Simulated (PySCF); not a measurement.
Runs of PySCF 2.14.0 on FNa. The cell holds a molecule in a box, 2 atoms: a = 11.000 Å, b = 10.000 Å, c = 10.000 Å, α = 90.00°, β = 90.00°, γ = 90.00°. 

```csv
task,level,frozen core bands,conv_tol,exxdiv,three-body dispersion term,grid for exchange and correlation,gap on the mesh (eV)
CCSD(T) correlation energy,HF,2,1e-08 Ha,ewald,-,-,14.65
MP2 correlation energy,HF,2,1e-08 Ha,ewald,-,-,14.65
atomic charges,revTPSS+D3(OP),-,1e-07 Ha,-,no,"Becke, atom-centred",4.72
excitation energies (Tamm-Dancoff),PBE0,2,1e-08 Ha,ewald,-,"Becke, atom-centred",7.02
atomic charges,OLYP+D3(BJ),-,1e-07 Ha,-,no,"Becke, atom-centred",(a)
atomic charges,B3LYP+D3,-,1e-07 Ha,ewald,no,"Becke, atom-centred",(b)
atomic charges,HSE03+D3,-,1e-07 Ha,ewald,no,"Becke, atom-centred",6.34
```

Alike in all rows: potentials or basis pob-tzvp-rev2 (all-electron); no spin polarisation; cell as given; k mesh 1 × 1 × 1; smearing fixed.

Problem. Estimate the missing entries.

Solution. (a) 3.51; (b) 6.23.

Caveats: this is a molecule in a periodic box at the Γ point, so its band gap is the HOMO-LUMO gap; the basis of atomic orbitals isn't converged, which shifts pressures, moduli and gaps; the basis is small and the box finite, so much correlation energy is missing and levels can be off by tenths of an eV (some runs); the iterative solver can pass over a root and still report convergence (some runs); this program's HSE differs a little from the usual definition (some runs).

Runs at the PBE level aren't shown here.
